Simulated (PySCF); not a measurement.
# C4H6BN: the cost of one run

Computed with PySCF 2.14.0, with density-fitted response routines of our own, on a single molecule in the gas phase. Atoms count from 0, in the outputs and in this text.

## 1. The starting structure

12 atoms, charge 0, multiplicity 1; geometry from: GFN2-xTB. The atoms were then displaced at random by about 0.01 Å, so the start is not that level's minimum.

Bonds of the start (Å): C0–C1 1.19, C1–C2 1.41, C2–C3 1.29, C3–B4 1.59, B4–N5 1.39, C0–H6 1.07, C2–H7 1.11, C3–H8 1.08, B4–H9 1.18, N5–H10 1.01, N5–H11 1.01.

## 2. Geometry optimisation at PBE0-D3(BJ)/def2-SVP

The job: settings as JSON, then the geometry in Å.

```
{"job": {"xc": "PBE0", "basis": "def2-SVP", "d3": "d3bj", "grid": 1, "shake": 0.01, "kind": "geom"}, "charge": 0, "multiplicity": 1}
C      1.754460     1.698720    -0.288220
C      1.438890     0.554890    -0.211760
C      1.172910    -0.826650    -0.130310
C      0.033020    -1.384930     0.115600
B     -1.375140    -0.680810     0.337140
N     -1.553150     0.658470     0.009390
H      1.972550     2.744310    -0.357060
H      2.099900    -1.426460    -0.261140
H      0.000710    -2.466120     0.190530
H     -2.282630    -1.272620     0.807120
H     -2.419420     1.154340     0.145610
H     -0.802420     1.218600    -0.365930
```

Launch:

```bash
$ OMP_NUM_THREADS=1 python probes_run.py task.json out
```

One launch serves the whole session: the jobs run in the order shown.

Q: Estimate the wall time and peak memory of this first job on 1 thread of Intel Xeon 6975P-C, shared host.

About 24 s, with a peak of 0.48 GiB.
